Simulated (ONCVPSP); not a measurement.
# Co: generating and testing an ONCV potential

Aim: build the potential from the settings below, then test how well it stands in for the atom: other configurations, scattering, ghost states and the plane-wave cutoff that it needs.

Method: ONCVPSP 4.0.1, PBE, non-relativistic.

**1. The atom and the settings**

The settings as typed:

```
element                 : cobalt (Co, Z = 27)
type                    : optimised norm-conserving Vanderbilt (ONCV)
frozen core             : [Ne]
valence charge          : 17
reference configuration : 3s2 3p6 3d6 (charge +3)
partial waves           : 3s: rc 1.10 bohr, ncon 4, nbas 9, qcut 8.5 1/bohr, 3 projectors, debl 3.9 Ha; 3p: rc 1.20 bohr, ncon 4, nbas 7, qcut 13 1/bohr, 3 projectors, debl 0.3 Ha; 3d: rc 1.10 bohr, ncon 3, nbas 8, qcut 14.9 1/bohr, local
local potential         : the d channel
core correction         : Teter function, fcfact 2.5, rcfact 1.45
```

The outer shells as boxes (Hund's rule for the drawing; the calculation is spin-unpolarised):

```
[Ne] core
3s [↑↓]
3p [↑↓][↑↓][↑↓]
3d [↑↓][↑ ][↑ ][↑ ][↑ ]
```

**2. Generating the potential**

Input file Co.dat:

```
# ATOM AND REFERENCE CONFIGURATION
# atsym  z   nc   nv     iexc    psfile
  Co 27.00    3    3        4      upf
#
#   n    l    f
    1    0    2.00
    2    0    2.00
    2    1    6.00
    3    0    2.00
    3    1    6.00
    3    2    6.00
#
# PSEUDOPOTENTIAL AND OPTIMIZATION
# lmax
    2
#
#   l,   rc,      ep,       ncon, nbas, qcut
    0    1.10    0.00    4    9    8.50
    1    1.20    0.00    4    7   13.00
    2    1.10    0.00    3    8   14.90
#
# LOCAL POTENTIAL
# lloc, lpopt,  rc(5),   dvloc0
    2    5    1.10    0.00
#
# VANDERBILT-KLEINMAN-BYLANDER PROJECTORs
# l, nproj, debl
    0    3    3.90
    1    3    0.30
    2    0    2.60
#
# MODEL CORE CHARGE
# icmod, fcfact, rcfact
    3    2.50    1.45
#
# LOG DERIVATIVE ANALYSIS
# epsh1, epsh2, depsh
   -7.00    5.00    0.04
#
# OUTPUT GRID
# rlmax, drl
    6.00    0.01
#
# TEST CONFIGURATIONS
# ncnf
    4
# nvcnf
#   n    l    f
    4
    3    0    2.00
    3    1    6.00
    3    2    7.00
    4    0    2.00
#
    4
    3    0    2.00
    3    1    6.00
    3    2    7.00
    4    0    1.00
#
    3
    3    0    2.00
    3    1    6.00
    3    2    7.00
#
    3
    3    0    2.00
    3    1    6.00
    3    2    8.00
#
```

Launch:

```sh
$ oncvpspnr.x < Co.dat > Co.out
```

Q: Predict the outcome of this session. Wanted: cutoffs for 1 and 0.1 mHa per electron, occupied waves; bound ghosts; GHOST(+) flags; largest test error; largest phase difference near zero energy, channels read; rms error of d²Exc/dn², without and with the model core; projector energies reset by the program.

As calculated:

| quantity | value |
| --- | --- |
| cutoffs for 1 and 0.1 mHa per electron, occupied waves | 80 Ha and 125 Ha |
| bound ghosts | none found |
| GHOST(+) flags | s at 557 eV |
| largest test error (AE − PS) | -39 meV, for 3s2 3p6 3d8 |
| largest phase difference near zero energy, channels read | 0.023 rad |
| rms error of d²Exc/dn², without and with the model core | 2.75 and 1.98 mHa |
| projector energies reset by the program | s: -5.077, 0.250, 4.150 Ha; p: -3.791, 0.250, 0.550 Ha |

In words: By total energies transferability is fair: the largest error is 39 meV on 55.6 eV, for 3s2 3p6 3d8. That test lies far up in energy; among those under 40 eV, nearer to bonding, the largest error is 8.8 meV. By its cutoff, 80 Ha for the looser tolerance, it is very hard. At the looser tolerance the 3d wave is the slowest; 3p needs 40 Ha. The program's ghost test flags no bound state. Near zero energy the phases of the channels with partial waves agree within 0.023 rad. The program also flags highly localised states, GHOST(+) (s). These are tests on the free atom; a crystal test is still owed.
